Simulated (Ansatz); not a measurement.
# SrInCO2: the cost of one run

Program: Ansatz 0.2.0. Level of theory: DFT PBE, scalar-relativistic, plane waves, PAW. These are calculated values, not measurements.

1 further run of the same task is left out (it didn't finish).

## (1) Starting point

It takes space group P4/mmm (No. 123, tetragonal). Conventional cell: a = 4.459 Å, b = 4.459 Å, c = 4.459 Å, α = 90.00°, β = 90.00°, γ = 90.00°. Sr (site symmetry 4/mmm) is surrounded by 4 C at 3.15 Å and 8 O at 3.15 Å. In (site symmetry 4/mmm) is surrounded by 2 C at 2.23 Å and 4 O at 2.23 Å. C (site symmetry 4/mmm) has 2 In at 2.23 Å and 4 Sr at 3.15 Å as nearest neighbours. O (site symmetry mmm) has 2 In at 2.23 Å and 4 Sr at 3.15 Å as nearest neighbours.

As a file:

```
CELL_PARAMETERS angstrom
4.45904 0.00000 0.00000
0.00000 4.45904 0.00000
0.00000 0.00000 4.45904
ATOMIC_POSITIONS crystal
Sr 0.50000 0.50000 0.50000
In 0.00000 0.00000 0.00000
C 0.00000 0.00000 0.50000
O 0.50000 0.00000 0.00000
O 0.00000 0.50000 0.00000
```

A structure generator made this guess: ordered mixture on the anion sites of perovskite (P4/mmm, No. 123). The dimensions are guesses.

## (2) The guess as it stands, on a coarse mesh

Contents of input.yaml:

```yaml
crystal:
  lattice:
    - [4.45903801, 0.0, 0.0]
    - [0.0, 4.45903801, 0.0]
    - [0.0, 0.0, 4.45903801]
  atoms:
    - { symbol: Sr, position: [0.5, 0.5, 0.5] }
    - { symbol: In, position: [0.0, 0.0, 0.0] }
    - { symbol: C, position: [0.0, 0.0, 0.5] }
    - { symbol: O, position: [0.5, 0.0, 0.0] }
    - { symbol: O, position: [0.0, 0.5, 0.0] }
basis:
  ecutwfc: 420
kpoints:
  mp_grid: { grid: [4, 4, 4] }
hamiltonian:
  xc: pbe
scf:
  occupations: { method: gaussian, width: 0.1 }
  lower_state_search: "off"
output:
  forces: true
  stress: true
  eigenvalues: true
```

Started as:

```
$ ansatz run input.yaml --threads 1 --pin off --max-ram 2048MiB --backend cpu --events-out ev --progress --plain --runs-dir out
```

**Question.** How long does this run take on 1 thread of AMD EPYC 7R43 (Zen 3), shared host, and how much memory does it need?

About 3.4 s, with a peak of 0.42 GiB.
